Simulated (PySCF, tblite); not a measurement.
# C6H8F2O: geometry, infrared bands and NMR shifts

Aim: predict the infrared bands and NMR shifts of C6H8F2O (`CC1=CCO[C@]1(F)CF`).

Programs: tblite 0.8.0 and PySCF 2.14.0, with density-fitted response routines of our own. Each step states its level of theory. These are calculated values for one molecule in the gas phase, unless marked as measured. Atoms are numbered from 0 throughout.

**1. The starting structure**

17 atoms, charge 0, multiplicity 1; geometry from: force field or distance geometry start.

Bonds of the start (Å): C0–C1 1.49, C1–C2 1.32, C2–C3 1.47, C3–O4 1.39, O4–C5 1.39, C5–F6 1.38, C5–C7 1.49, C7–F8 1.38, C5–C1 1.49, C0–H9 1.08, C0–H10 1.13, C0–H11 1.10, C2–H12 1.10, C3–H13 1.12, C3–H14 1.11, C7–H15 1.12, C7–H16 1.13.

**2. Optimising the geometry with GFN2-xTB**

Job settings and geometry (Å):

```
{"job": {"kind": "relax", "xc": "GFN2-xTB", "basis": "xTB"}, "charge": 0, "multiplicity": 1}
C     -1.631000    -1.303900    -0.299200
C     -0.714000    -0.168800    -0.010500
C     -0.925900     1.103400    -0.298100
C      0.182800     1.966800     0.121800
O      0.933500     1.133500     0.939600
C      0.611800    -0.184700     0.658400
F      0.495900    -0.869900     1.852400
C      1.737400    -0.807600    -0.083500
F      2.027500    -0.243000    -1.308900
H     -1.352200    -1.744000    -1.246900
H     -2.695700    -0.936400    -0.437900
H     -1.646100    -1.984100     0.561400
H     -1.841200     1.454100    -0.790800
H     -0.270800     2.798600     0.722900
H      0.735100     2.368000    -0.753200
H      1.668900    -1.919000    -0.154700
H      2.676900    -0.650800     0.517300
```

Launch:

```console
OMP_NUM_THREADS=1 python probes_run.py task.json out
```

One launch serves the whole session: the jobs run in the order shown.

**Question.** This job is followed by: GFN2-xTB harmonic vibrations, gas phase; GIAO PBE0/pcSseg-1 NMR shielding, non-relativistic, gas phase. What will the session give for the following? strongest single infrared mode (GFN2-xTB); zero-point energy (GFN2-xTB); ¹³C shifts against TMS (PBE0/pcSseg-1); ¹H shifts against TMS (PBE0/pcSseg-1, means over atoms taken as alike); ¹⁷O shifts against H2O (PBE0/pcSseg-1); ¹⁹F shifts against CFCl3 (PBE0/pcSseg-1); surface potential, 1st and 99th percentile.

As calculated:

| quantity | value |
| --- | --- |
| strongest single infrared mode (GFN2-xTB) | 874 cm⁻¹, 117 km/mol |
| zero-point energy (GFN2-xTB) | 80.7 kcal/mol |
| ¹³C shifts against TMS (PBE0/pcSseg-1) | 145.3, 135.2, 129.7, 85.7, 79.5, 14.1 ppm |
| ¹H shifts against TMS (PBE0/pcSseg-1, means over atoms taken as alike) | 6.01, 5.07, 4.94, 4.93, 4.86, 2.16 ppm |
| ¹⁷O shifts against H2O (PBE0/pcSseg-1) | 115.0 ppm |
| ¹⁹F shifts against CFCl3 (PBE0/pcSseg-1) | -118.7, -263.8 ppm |
| surface potential, 1st and 99th percentile | -1.27 V and 1.14 V |

The optimisation took 81 steps and gained 0.561 eV; among the close pairs (by a distance rule), C0–H10 changed most, from 1.135 to 1.086 Å. No mode is imaginary among the 45: a minimum at this level. The strongest single mode, at 874 cm⁻¹, has its largest shares on C5, O4 and H15 (the list is cut at 3 atoms). GFN2-xTB is a fitted tight-binding method: band positions and strengths are rough. Its intensities can rank the bands wrongly. The most deshielded hydrogen is H12 (hydrogen on an alkene CH), at 6.01 ppm: attached to an sp2 carbon and in the plane of the double bond. At PBE0/pcSseg-1: The widest tensor belongs to C1: span 203 ppm, with a paramagnetic part of -223 ppm.
